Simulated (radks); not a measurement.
# Se in [Ar] 3d10 4s2 4p4: an all-electron calculation

One table from this session's results is given with a row withheld; the runs are named, their logs left out.

Program: radks (a radial shooting solver on a logarithmic mesh, Libxc functionals) version 1. Level of theory: Dirac Kohn-Sham, B86b exchange with PBE correlation, spin-unpolarised, spherical densities, finite nucleus; open shells fill j = l - 1/2 first. These are calculated values, not measurements, unless marked.

## Starting point

| Item | Value |
| --- | --- |
| element | selenium (Z = 34) |
| charge | 0 |
| electrons | 34 |
| configuration | [Ar] 3d10 4s2 4p4 |
| nuclear rms radius | 4.14 fm |

Set-up of the first run:

Settings of this run:

```text
Z 34
configuration [Ar] 3d10 4s2 4p4 5s0 4d0
relativity Dirac
functional b86_mgc,pbe
spin unpolarised
j_filling energy
nucleus finite rms 4.14 fm
c 137.035999084
```

One table of the session follows, with a row left open; its other results are not shown here.

It belongs to the step «Radial structure». Sizes of the orbitals, from the radial functions (bohr):

| level | <r> | outermost maximum (interpolated) | 90 % within | nodes |
| --- | --- | --- | --- | --- |
| 1s1/2 | 0.04408 | 0.0288 | 0.0788 | 0 |
| 2s1/2 | 0.1957 | 0.165 | 0.303 | 1 |
| 2p1/2 | 0.1685 | 0.130 | 0.276 | 0 |
| 2p3/2 | 0.1723 | 0.133 | 0.281 | 0 |
| 3s1/2 | ? | ? | ? | ? |
| 3p1/2 | 0.5824 | 0.495 | 0.892 | 1 |
| 3p3/2 | 0.5929 | 0.503 | 0.908 | 1 |
| 3d3/2 | 0.6281 | 0.451 | 1.04 | 0 |
| 3d5/2 | 0.6325 | 0.454 | 1.05 | 0 |
| 4s1/2 | 1.796 | 1.51 | 2.69 | 3 |
| 4p1/2 | 2.270 | 1.79 | 3.53 | 2 |
| 4p3/2 | 2.321 | 1.82 | 3.62 | 2 |

**Question.** Estimate the row for 3s1/2.

As computed: <r>: 0.5738; outermost maximum (interpolated): 0.502; 90 % within: 0.856; nodes: 2. In the column «<r>» it lies between 2s1/2 (0.1957) and 3p1/2 (0.5824).

Caveats from the session: Spin polarisation and multiplet splitting are left out.
